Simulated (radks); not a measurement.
# Bi³⁺ in [Hg]: an all-electron calculation

One table from this session's results is given with a row withheld; the runs are named, their logs left out.

Method: non-relativistic Kohn-Sham, PBE, spin-unpolarised, spherical densities, point nucleus. Code: radks (a radial shooting solver on a logarithmic mesh, Libxc functionals) version 1.

### The system

```
element       : bismuth (Z = 83)
charge        : +3
electrons     : 80
configuration : [Hg]
```

Outer shells as boxes (Hund's rule):

Bi³⁺
```
[Xe] core
4f [↑↓][↑↓][↑↓][↑↓][↑↓][↑↓][↑↓]
5d [↑↓][↑↓][↑↓][↑↓][↑↓]
6s [↑↓]
```

The first run:

Settings of this run:

```text
Z 83
configuration [Hg] 6p0 7s0
relativity non-relativistic
functional pbe,pbe
spin unpolarised
nucleus point
```

Run with:

```
> python run_ks.py task.json out
```

The same process makes all the runs of this session.

One table of the session follows, with a row left open; its other results are not shown here.

It belongs to the step «Orbitals and density». From the orbitals of this run (lengths in bohr):

```
level      <r>  outermost maximum (interpolated)  90 % within  nodes
   1s  0.01823                            0.0121       0.0324      0
   2s  0.07664                            0.0657        0.117      1
   2p  0.06471                            0.0509        0.104      0
   3s   0.1925                             0.179        0.280      2
   3p   0.1831                             0.168        0.272      1
   3d   0.1595                             0.132        0.246      0
   4s        ?                                 ?            ?      ?
   4p   0.4220                             0.394        0.609      2
   4d   0.4252                             0.385        0.631      1
   4f   0.4317                             0.338        0.680      0
   5s   0.9249                             0.856         1.31      4
   5p   0.9879                             0.898         1.42      3
   5d    1.200                              1.02         1.79      2
   6s    2.232                              2.02         3.18      5
   6p    2.556                              2.29         3.66      4
```

Estimate the missing values for 4s.

As computed: <r>: 0.4198; outermost maximum (interpolated): 0.396; 90 % within: 0.599; nodes: 3. In the column «<r>» it lies between 3s (0.1925) and 4p (0.4220).

Limits of these values: Relativity is left out here, which matters for elements this heavy.
